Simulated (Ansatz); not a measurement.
# CH6NSb: up Jacob's ladder to CCSD(T)

One table from this session's results is given with a row withheld; the runs are named, their logs left out.

The runs use Ansatz 0.2.0, Gaussian basis; functionals in def2-TZVPP, the program's frozen cores in correlated methods.

Plan: LDA (SPW92), PBE-D4, revPBE-D4, BLYP-D4, r2SCAN-D4, B97M-V, PBE0-D4, B3LYP-D4, r2SCANh-D4, r2SCAN0-D4, HSE06-D4, BHLYP-D4, CAM-B3LYP-D4, LC-ωPBE, ωB97X-V, ωB97M-V, B2PLYP, PBE-QIDH; CCSD(T)/def2-SVP; CCSD(T)/def2-TZVPP; MP2/def2-QZVPP; extrapolation to the limit; RPA on PBE.

## The geometry

The geometry comes from an earlier relaxation with PBE0-D4 in a triple-zeta def2 set; it is a stationary point, not always the lowest conformer. Sb takes the def2 core potential; no spin-orbit term is included.

9 atoms, charge 0, spin multiplicity 1.

Atoms are counted from 1 here; the program's logs count them from 0.

Bond lengths: C1–Sb2 2.149 Å, C1–H4 1.090 Å, C1–H5 1.091 Å, C1–H6 1.090 Å, Sb2–N3 2.038 Å, Sb2–H7 1.726 Å, N3–H8 1.012 Å, N3–H9 1.012 Å. Angles: Sb2–C1–H4 108.6°, Sb2–C1–H5 109.8°, Sb2–C1–H6 110.1°, H4–C1–H5 109.4°, H4–C1–H6 109.5°, H5–C1–H6 109.5°, C1–Sb2–N3 93.9°, C1–Sb2–H7 92.6°, N3–Sb2–H7 98.7°, Sb2–N3–H8 113.9°, Sb2–N3–H9 111.8°, H8–N3–H9 107.9°.

As a file:

```csv
atom,x (Å),y (Å),z (Å)
C1,-0.8618,0.7026,-0.8859
Sb2,0.9291,-0.4652,-0.6696
N3,0.3673,-1.2494,1.1258
H4,-1.6843,0.0342,-1.1392
H5,-0.7320,1.4350,-1.6839
H6,-1.0869,1.2182,0.0472
H7,1.8337,0.8866,-0.0924
H8,0.3698,-0.5801,1.8849
H9,0.9535,-2.0284,1.3961
```

Set-up of the first run:

The input, in.yaml:

```yaml
crystal:
  periodic: [false, false, false]
  atoms:
    - {symbol: C, position_ang: [-0.861770, 0.702632, -0.885918]}
    - {symbol: Sb, position_ang: [0.929105, -0.465239, -0.669590]}
    - {symbol: N, position_ang: [0.367299, -1.249361, 1.125769]}
    - {symbol: H, position_ang: [-1.684263, 0.034187, -1.139183]}
    - {symbol: H, position_ang: [-0.731975, 1.435045, -1.683909]}
    - {symbol: H, position_ang: [-1.086949, 1.218186, 0.047227]}
    - {symbol: H, position_ang: [1.833661, 0.886618, -0.092441]}
    - {symbol: H, position_ang: [0.369759, -0.580092, 1.884929]}
    - {symbol: H, position_ang: [0.953533, -2.028374, 1.396115]}
basis:
  gaussian: {orbitals: def2-TZVPP}
hamiltonian: {xc: lda}
output: {orbitals: {seedname: orbitals}}
```

Command:

```bash
$ ansatz run in.yaml --threads 2 --pin off --events-out ev --progress --plain --max-ram 4352MiB
```

Among the steps run: LDA; PBE-D4 (GGA); revPBE-D4 (GGA); BLYP-D4 (GGA); r2SCAN-D4 (meta-GGA); B97M-V (meta-GGA); PBE0-D4 (hybrid); B3LYP-D4 (hybrid); r2SCANh-D4 (hybrid); r2SCAN0-D4 (hybrid); HSE06-D4 (hybrid); BHLYP-D4 (hybrid); CAM-B3LYP-D4 (range-separated); LC-ωPBE (range-separated); ωB97X-V (range-separated); ωB97M-V (range-separated); B2PLYP (double hybrid); PBE-QIDH (double hybrid).

One table of the session follows, with a row left open; its other results are not shown here.

It belongs to the step «Orbital energies across the functionals». 

| functional | HOMO (eV) | gap (eV) |
| --- | --- | --- |
| LDA (SPW92) | -5.90 | 4.59 |
| PBE-D4 | -5.74 | 4.62 |
| revPBE-D4 | -5.68 | 4.65 |
| BLYP-D4 | -5.61 | 4.54 |
| r2SCAN-D4 | ? | ? |
| B97M-V | -6.03 | 5.04 |
| PBE0-D4 | -6.88 | 6.53 |
| B3LYP-D4 | -6.71 | 6.09 |
| r2SCANh-D4 | -6.44 | 5.89 |
| r2SCAN0-D4 | -7.05 | 6.88 |
| HSE06-D4 | -6.49 | 5.77 |
| BHLYP-D4 | -7.84 | 8.19 |
| CAM-B3LYP-D4 | -8.17 | 8.68 |
| LC-ωPBE | -9.42 | 11.08 |
| ωB97X-V | -9.11 | 10.61 |
| ωB97M-V | -9.01 | 10.23 |

**Question.** Estimate the row for r2SCAN-D4.

Worked estimate for «HOMO (eV)». Against the share of exact exchange, r2SCANh-D4 (0.1, -6.44), r2SCAN0-D4 (0.25, -7.05) give a slope of -4.07 per unit share; at 0 the line stands at -6.03.

The run gave: HOMO (eV): -6.01; gap (eV): 5.19. In «HOMO (eV)» the line misses by -0.02.
